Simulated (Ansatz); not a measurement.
# CH6ClNOSi: one species, many methods

Aim: compute CH6ClNOSi with functionals from several rungs and with coupled cluster, and see how far each lands from CCSD(T) at the basis-set limit for the atomisation energy.

Computed with Ansatz 0.2.0, Gaussian basis. Level: functionals in def2-TZVPP, the program's frozen cores in correlated methods.

Levels to be run: LDA (SPW92), PBE-D4, revPBE-D4, BLYP-D4, r2SCAN-D4, B97M-V, PBE0-D4, B3LYP-D4, r2SCANh-D4, r2SCAN0-D4, HSE06-D4, BHLYP-D4, CAM-B3LYP-D4, LC-ωPBE, ωB97X-V, ωB97M-V, B2PLYP, PBE-QIDH; CCSD(T)/def2-SVP; CCSD(T)/def2-TZVPP; MP2/def2-QZVPP; extrapolation to the limit; RPA on PBE.

**1. The geometry**

The geometry comes from an earlier relaxation with PBE0-D4 in a triple-zeta def2 set; it is a stationary point, not always the lowest conformer.

11 atoms, charge 0, spin multiplicity 1.

Atoms are counted from 1 here; the program's logs count them from 0.

Bond lengths: C1–Si2 1.848 Å, C1–H6 1.093 Å, C1–H7 1.092 Å, C1–H8 1.092 Å, Si2–N3 1.694 Å, Si2–O4 1.637 Å, Si2–Cl5 2.088 Å, N3–H9 1.007 Å, N3–H10 1.006 Å, O4–H11 0.958 Å. Angles: Si2–C1–H6 111.0°, Si2–C1–H7 110.6°, Si2–C1–H8 110.1°, H6–C1–H7 107.7°, H6–C1–H8 108.6°, H7–C1–H8 108.7°, C1–Si2–N3 110.1°, C1–Si2–O4 114.7°, C1–Si2–Cl5 106.5°, N3–Si2–O4 106.2°, N3–Si2–Cl5 114.1°, O4–Si2–Cl5 105.3°, Si2–N3–H9 120.4°, Si2–N3–H10 121.0°, H9–N3–H10 111.8°, Si2–O4–H11 116.3°.

**2. LDA**

This LDA is Slater exchange with PW92 correlation.

Contents of in.yaml:

```yaml
crystal:
  periodic: [false, false, false]
  atoms:
    - {symbol: C, position_ang: [-1.471491, 0.122050, -0.204919]}
    - {symbol: Si, position_ang: [0.328954, 0.150648, 0.211206]}
    - {symbol: N, position_ang: [1.190565, -0.834040, -0.865056]}
    - {symbol: O, position_ang: [0.692854, -0.389178, 1.713540]}
    - {symbol: Cl, position_ang: [0.912887, 2.154925, 0.187704]}
    - {symbol: H, position_ang: [-1.641289, 0.456731, -1.231241]}
    - {symbol: H, position_ang: [-2.030053, 0.785507, 0.458112]}
    - {symbol: H, position_ang: [-1.865524, -0.891294, -0.099711]}
    - {symbol: H, position_ang: [2.156026, -1.059042, -0.687918]}
    - {symbol: H, position_ang: [0.980640, -0.834022, -1.849131]}
    - {symbol: H, position_ang: [0.811829, 0.280816, 2.387915]}
basis:
  gaussian: {orbitals: def2-TZVPP}
hamiltonian: {xc: lda}
output: {orbitals: {seedname: orbitals}}
```

Run with:

```bash
> ansatz run in.yaml --threads 4 --pin off --events-out ev --progress --plain --max-ram 10444MiB
```

The runs that follow: PBE-D4 (GGA); revPBE-D4 (GGA); BLYP-D4 (GGA); r2SCAN-D4 (meta-GGA); B97M-V (meta-GGA); PBE0-D4 (hybrid); B3LYP-D4 (hybrid); r2SCANh-D4 (hybrid); r2SCAN0-D4 (hybrid); HSE06-D4 (hybrid); BHLYP-D4 (hybrid); CAM-B3LYP-D4 (range-separated); LC-ωPBE (range-separated); ωB97X-V (range-separated); ωB97M-V (range-separated); B2PLYP (double hybrid); PBE-QIDH (double hybrid); CCSD(T) in def2-SVP; CCSD(T) in def2-TZVPP; MP2 in def2-QZVPP; RPA on PBE orbitals.

Q: Predict the results of all the runs planned. Wanted: atomisation energy, CCSD(T)/CBS; farthest beyond LDA; mean size of error, GGA; mean size of error, meta-GGA; mean size of error, hybrid; mean size of error, range-separated; mean size of error, double hybrid; gap, smallest and largest; T1 diagnostic.

**Answer**, as computed:

| quantity | value |
| --- | --- |
| atomisation energy, CCSD(T)/CBS | 4151.8 kJ/mol |
| functionals within 20.8 kJ/mol (0.5 %) | r2SCAN-D4, B97M-V, CAM-B3LYP-D4, ωB97X-V, ωB97M-V |
| farthest beyond LDA | BHLYP-D4 (-133.3 kJ/mol) |
| mean size of error, GGA | 43.8 kJ/mol |
| mean size of error, meta-GGA | 5.6 kJ/mol |
| mean size of error, hybrid | 52.3 kJ/mol |
| mean size of error, range-separated | 13.1 kJ/mol |
| mean size of error, double hybrid | 56.1 kJ/mol |
| gap, smallest and largest | 6.04 eV (BLYP-D4), 13.47 eV (LC-ωPBE) |
| T1 diagnostic | 0.0097 |
| triples share of the correlation energy | 3.7 % |

LDA overbinds by 556.0 kJ/mol (13 %). PBE-D4 is off by +40.6 kJ/mol. Double hybrids carry the basis error of their MP2 part in triple zeta, and no dispersion term here, so their miss is partly the set-up's. The rungs meta-GGA, range-separated miss on average by less than the doubt on the reference (20.8 kJ/mol), so they tie. Misses under about 20.8 kJ/mol are within the doubt on the reference itself, which lacks core-valence correlation, relativity and higher excitations. Hartree-Fock recovers 72 % of the binding; the rest is correlation. CCSD(T) in def2-SVP is off by -331.0 kJ/mol, which most functionals beat. Orbital gaps span 6.0 to 13.5 eV; exact exchange widens them.
